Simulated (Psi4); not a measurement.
**GeHCl3 (SMILES [Cl][GeH]([Cl])[Cl]), step by step**

Wanted: a structure relaxation (singlet GeHCl3, MP2/def2-SVPD), then a single-point energy (doublet [GeHCl3]+, UMP2/def2-SVPD), then a geometry optimisation (doublet [GeHCl3]+, UMP2/def2-SVPD), then a single-point energy (doublet [GeHCl3]−, UMP2/def2-SVPD), then a structure relaxation (doublet [GeHCl3]−, UMP2/def2-SVPD) of Cl3GeH. 

The calculation is run with Psi4 1.11.

**1. Starting point**

The species is GeHCl3 (5 atoms), meant as a singlet with charge 0. SMILES: `[Cl][GeH]([Cl])[Cl]`. The coordinates come from a PBE0-D4/def2-TZVP relaxation. The run starts from this shape.

Bond lengths: Cl1–Ge2 2.126 Å, Ge2–Cl3 2.126 Å, Ge2–Cl4 2.126 Å, Ge2–H5 1.525 Å. Angles: Cl1–Ge2–Cl3 108.5°, Cl1–Ge2–Cl4 108.5°, Cl3–Ge2–Cl4 108.5°, Cl1–Ge2–H5 110.4°, Cl3–Ge2–H5 110.5°, Cl4–Ge2–H5 110.5°.

**2. A structure relaxation at MP2/def2-SVPD (density fitting, density fitting for correlation) (run 1)**

File cl3geh.inp:

```
memory 1.6 GB

molecule {
  Cl
  Ge 1 2.126189
  Cl 2 2.126222 1 108.47121
  Cl 2 2.12623 1 108.47323 3 117.63471
  H 2 1.524734 1 110.4475 3 -121.18055
  symmetry c1
}

set basis def2-SVPD
set reference rhf
set num_frozen_docc 24

result, w = opt("mp2", return_wfn=True)
```

On the command line:

```bash
$ psi4 -i cl3geh.inp -o cl3geh.out -n 1
```

cl3geh.out:

```text
[...]
  Running in c1 symmetry.
[...]
  Nuclear repulsion =  559.185564666577648
[...]
  Multiplicity = 1
[...]
  Nalpha       = 42
  Nbeta        = 42
[...]
    Number of basis functions: 127
[...]
   @DF-RHF iter   1: -3452.98548211902698   -3.03770e+00   1.61856e-02 DIIS/ADIIS
[...]
   @DF-RHF iter   9: -3453.90410349594549    8.64020e-12   8.95015e-11 DIIS
[...]
  @DF-RHF Final Energy: -3453.90410349594549
   => Energetics <=
    Nuclear Repulsion Energy =            554.0784791300203551
    One-Electron Energy =               -5903.9269753287153435
    Two-Electron Energy =                1895.9443927027493828
    Total Energy =                      -3453.9041034959454919
[...]
 Multipole Moments:
 ------------------------------------------------------------------------------------
     Multipole            Electronic (a.u.)      Nuclear  (a.u.)        Total (a.u.)
 ------------------------------------------------------------------------------------
 L = 1.  Multiply by 2.5417464519 to convert [e a0] to [Debye]
 Dipole X            :         -1.5966718            1.0568196           -0.5398522
 Dipole Y            :          0.9647918           -0.6385832            0.3262086
 Dipole Z            :          0.6944915           -0.4596721            0.2348194
 Magnitude           :                                                    0.6730472
[...]
  -Total Gradient:
     Atom            X                  Y                   Z
    ------   -----------------  -----------------  -----------------
       1       -0.000027938589     0.000016592755    -0.000001750351
       2        0.000078923060    -0.000046534309    -0.000031948098
       3       -0.000027763466     0.000003899039     0.000015846028
       4       -0.000016597318     0.000022399505     0.000015888183
       5       -0.000006623668     0.000003643016     0.000001964285
[...]
    Final optimized geometry and variables:
    Molecular point group: c1
    Full point group: C1
    Geometry (in Angstrom), charge = 0, multiplicity = 1:
    CL
    GE            1    2.146749
    CL            2    2.146746      1  108.508551
    CL            2    2.146744      1  108.508968      3  117.716801
    H             2    1.511021      1  110.416360      3 -121.141146
    Psi4 run time: 0:00:22.25
[...]
```

The script printed:

```text
Optimizer: Optimization complete!
```

It took 23 s on 1 thread of Intel Xeon 6975P-C (Granite Rapids), shared host; peak memory 0.46 GiB.

Steps, from the record of the run:

```
step  energy from the first frame kept (eV)  largest force (eV/Å)
   0                                 0.0000                0.6436
   1                                -0.0139                0.0501
   2                                -0.0141                0.0201
   3                                -0.0142                0.0050
```

After the run. Bond lengths: Cl1–Ge2 2.147 Å, Ge2–Cl3 2.147 Å, Ge2–Cl4 2.147 Å, Ge2–H5 1.511 Å. Angles: Cl1–Ge2–Cl3 108.5°, Cl1–Ge2–Cl4 108.5°, Cl3–Ge2–Cl4 108.5°, Cl1–Ge2–H5 110.4°, Cl3–Ge2–H5 110.4°, Cl4–Ge2–H5 110.4°.

**3. The doublet cation: the energy at UMP2/def2-SVPD (density fitting, density fitting for correlation) (run 2)**

File calc.in:

```
memory 1600 MB

molecule {
  1 2
  Cl    -2.24436914    -0.02129343     3.24619421
  Ge     0.19806220     0.17599397     0.01308824
  Cl     2.13685884    -3.36848217    -0.35442947
  Cl    -2.08422052     0.74431210    -3.29228652
  H      2.07172943     2.31029790     0.30893243
  units bohr
  symmetry c1
}

set globals {
  reference       uhf
  num_frozen_docc 24
}

result, w = energy('mp2/def2-SVPD', return_wfn=True)
```

On the command line:

```bash
$ psi4 -n 1 calc.in calc.out
```

calc.out:

```text
[...]
  Running in c1 symmetry.
[...]
  Nuclear repulsion =  554.078477040058601
[...]
  Multiplicity = 2
[...]
  Nalpha       = 42
  Nbeta        = 41
[...]
    Number of basis functions: 127
[...]
   @DF-UHF iter   1: -3452.52812022492117   -2.66710e+00   1.62056e-02 DIIS/ADIIS
[...]
   @DF-UHF iter  17: -3453.45968219148426   -9.09495e-13   4.95343e-09 DIIS
[...]
   @S^2 Observed:                7.873783146E-01
[...]
    Orbital Energies [Eh]
    ---------------------
    Alpha Occupied:
       1A   -405.528844     2A   -105.078575     3A   -105.078563
       4A   -105.078559     5A    -52.451387     6A    -46.553278
       7A    -46.553278     8A    -46.552075     9A    -10.836257
      10A    -10.836254    11A    -10.836247    12A     -8.316763
      13A     -8.316759    14A     -8.316746    15A     -8.308478
      16A     -8.308473    17A     -8.308469    18A     -8.305696
      19A     -8.305689    20A     -8.305685    21A     -7.510182
      22A     -5.489379    23A     -5.489379    24A     -5.485527
      25A     -1.966172    26A     -1.966172    27A     -1.960386
      28A     -1.958730    29A     -1.958730    30A     -1.382359
      31A     -1.348711    32A     -1.348707    33A     -0.953696
      34A     -0.797082    35A     -0.797082    36A     -0.787338
[...]
  @DF-UHF Final Energy: -3453.45968219148426
   => Energetics <=
    Nuclear Repulsion Energy =            554.0784770400586012
    One-Electron Energy =               -5884.9615486451511970
    Two-Electron Energy =                1877.4233894136082199
    Total Energy =                      -3453.4596821914842621
  UHF NO Occupations:
  HONO-2 :   40  A 1.9916902
  HONO-1 :   41  A 1.9916895
[...]
 Multipole Moments:
 ------------------------------------------------------------------------------------
     Multipole            Electronic (a.u.)      Nuclear  (a.u.)        Total (a.u.)
 ------------------------------------------------------------------------------------
 L = 1.  Multiply by 2.5417464519 to convert [e a0] to [Debye]
 Dipole X            :          1.0911048           -0.8645608            0.2265440
 Dipole Y            :          1.2428669           -0.9848207            0.2580462
 Dipole Z            :          0.1721520           -0.1364451            0.0357069
 Magnitude           :                                                    0.3452318
[...]
```

Run time: 4.2 s. Hardware: 1 thread of Intel Xeon 6975P-C (Granite Rapids), shared host; peak memory 0.29 GiB.

**4. The doublet cation: a structure relaxation at UMP2/def2-SVPD (density fitting, density fitting for correlation) (run 3)**

File cl3geh.dat:

```
memory 1600 mb

molecule geom {
  1 2
  Cl    -2.24436914    -0.02129343     3.24619421
  Ge     0.19806220     0.17599397     0.01308824
  Cl     2.13685884    -3.36848217    -0.35442947
  Cl    -2.08422052     0.74431210    -3.29228652
  H      2.07172943     2.31029790     0.30893243
  units au
  symmetry c1
}

set basis def2-SVPD
set reference uhf
set geom_maxiter 50
set num_frozen_docc 24

optimize("mp2")
print_variables()
```

On the command line:

```bash
$ psi4 -n 1 cl3geh.dat cl3geh.out
```

cl3geh.out:

```text
[...]
  Running in c1 symmetry.
[...]
  Nuclear repulsion =  554.078477040058601
[...]
  Multiplicity = 2
[...]
  Nalpha       = 42
  Nbeta        = 41
[...]
    Number of basis functions: 127
[...]
   @DF-UHF iter   1: -3452.52812022492299   -2.66710e+00   1.62056e-02 DIIS/ADIIS
[...]
	DF-SCS-MP2 Total Energy (a.u.)     : -3454.09202055637161
	DF-SOS-MP2 Total Energy (a.u.)     : -3454.07375485307557
[...]
   @DF-UHF iter  13: -3453.46427193088039   -4.54747e-13   8.05477e-11 DIIS
[...]
   @S^2 Observed:                7.866966282E-01
[...]
  @DF-UHF Final Energy: -3453.46427193088039
   => Energetics <=
    Nuclear Repulsion Energy =            555.8379473701988900
    One-Electron Energy =               -5888.5811229074952280
    Two-Electron Energy =                1879.2789036064159518
    Total Energy =                      -3453.4642719308803862
  UHF NO Occupations:
  HONO-2 :   40  A 1.9918636
  HONO-1 :   41  A 1.9918636
[...]
 Multipole Moments:
 ------------------------------------------------------------------------------------
     Multipole            Electronic (a.u.)      Nuclear  (a.u.)        Total (a.u.)
 ------------------------------------------------------------------------------------
 L = 1.  Multiply by 2.5417464519 to convert [e a0] to [Debye]
 Dipole X            :          1.7695109           -1.3681431            0.4013678
 Dipole Y            :          2.0156533           -1.5584547            0.4571987
 Dipole Z            :          0.2793648           -0.2159986            0.0633661
 Magnitude           :                                                    0.6116714
[...]
	DF-SCS-MP2 Total Energy (a.u.)     : -3454.09592161058345
	DF-SOS-MP2 Total Energy (a.u.)     : -3454.07771412014426
	DF-SCS(N)-MP2 Total Energy (a.u.)  : -3453.80955938496209
[...]
	DF-MP2 Total Energy (a.u.)         : -3454.13233659146181
[...]
    Final optimized geometry and variables:
    Molecular point group: c1
    Full point group: C1
    Geometry (in Bohr), charge = 1, multiplicity = 2:
    CL          -1.962361482868     0.258867448769     3.181904479558
    GE           0.677268792711     0.771478417023     0.106925344126
    CL           2.265142846598    -2.970863000498    -0.292380383745
    CL          -1.807812084043     0.997611632083    -3.127134232012
    H            2.544777754582     2.898762612131     0.401762672334
  Variable Map:
  ----------------------------------------------------------------------------
  "CURRENT CORRELATION ENERGY"           =>      -0.668064660581
  "CURRENT ENERGY"                       =>   -3454.132336591462
  "CURRENT REFERENCE ENERGY"             =>   -3453.464271930880
[...]
```

Standard output:

```text
Optimizer: Optimization complete!
```

Wall time 64 s (1 thread of Intel Xeon 6975P-C (Granite Rapids), shared host); peak memory 0.81 GiB.

The path in brief:

```
step  energy from the first frame kept (eV)  largest force (eV/Å)
   0                                 0.0000                1.1121
   1                                -0.0530                0.6515
   2                                -0.1028                0.0283
   3                                -0.1030                0.0148
   4                                -0.1030                0.0012
```

After the run. Bond lengths: Cl1–Ge2 2.162 Å, Ge2–Cl3 2.162 Å, Ge2–Cl4 2.162 Å, Ge2–H5 1.506 Å. Angles: Cl1–Ge2–Cl3 102.1°, Cl1–Ge2–Cl4 102.1°, Cl3–Ge2–Cl4 102.1°, Cl1–Ge2–H5 116.1°, Cl3–Ge2–H5 116.1°, Cl4–Ge2–H5 116.1°.

[end of part 1 of 2]
